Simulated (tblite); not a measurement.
# C4H11NO2Si2: the cost of one run

Programs: tblite 0.8.0 and PySCF 2.14.0, with density-fitted response routines of our own. Each step states its level of theory. These are calculated values for one molecule in the gas phase, unless marked as measured. Atoms are numbered from 0 throughout.

### Step 1. The molecule as given

20 atoms, charge 0, multiplicity 1; geometry from: force field or distance geometry start.

Bonds of the start (Å): C0–C1 1.33, C1–Si2 1.83, Si2–N3 1.70, C1–C4 1.49, C4–O5 1.24, C4–C6 1.53, C6–O7 1.43, O7–Si8 1.66, C0–H9 1.08, C0–H10 1.10, Si2–H11 1.49, Si2–H12 1.46, N3–H13 1.03, N3–H14 1.02, C6–H15 1.10, C6–H16 1.09, Si8–H17 1.48, Si8–H18 1.49, Si8–H19 1.48.

### Step 2. Geometry optimisation with GFN2-xTB

The job: settings as JSON, then the geometry in Å.

```
{"job": {"kind": "relax", "xc": "GFN2-xTB", "basis": "xTB"}, "charge": 0, "multiplicity": 1}
C     -2.265900     0.733500    -1.258400
C     -1.387200    -0.150100    -0.800600
Si    -1.513500    -1.095100     0.766900
N     -1.752800    -0.025000     2.064300
C     -0.195400    -0.419500    -1.648300
O     -0.367500    -0.740800    -2.837500
C      1.222400    -0.284100    -1.080400
O      1.301900     0.522800     0.092700
Si     2.804900     0.839700     0.721900
H     -2.135800     1.237900    -2.206700
H     -3.180000     0.985700    -0.707500
H     -2.676000    -2.021900     0.764000
H     -0.294400    -1.844700     1.079800
H     -1.722800    -0.565600     2.935200
H     -0.965900     0.617100     2.113800
H      1.577000    -1.301900    -0.852600
H      1.837400     0.160000    -1.868300
H      3.582900     1.609800    -0.270300
H      2.639800     1.615300     1.982600
H      3.485700    -0.441700     1.006300
```

Command:

```
$ OMP_NUM_THREADS=1 python probes_run.py task.json out
```

This one command runs all jobs of the session in turn.

Q: Estimate the wall time and peak memory of this first job on 1 thread of Arm Neoverse N1, shared host.

About 1.8 s, with a peak of 0.18 GiB.
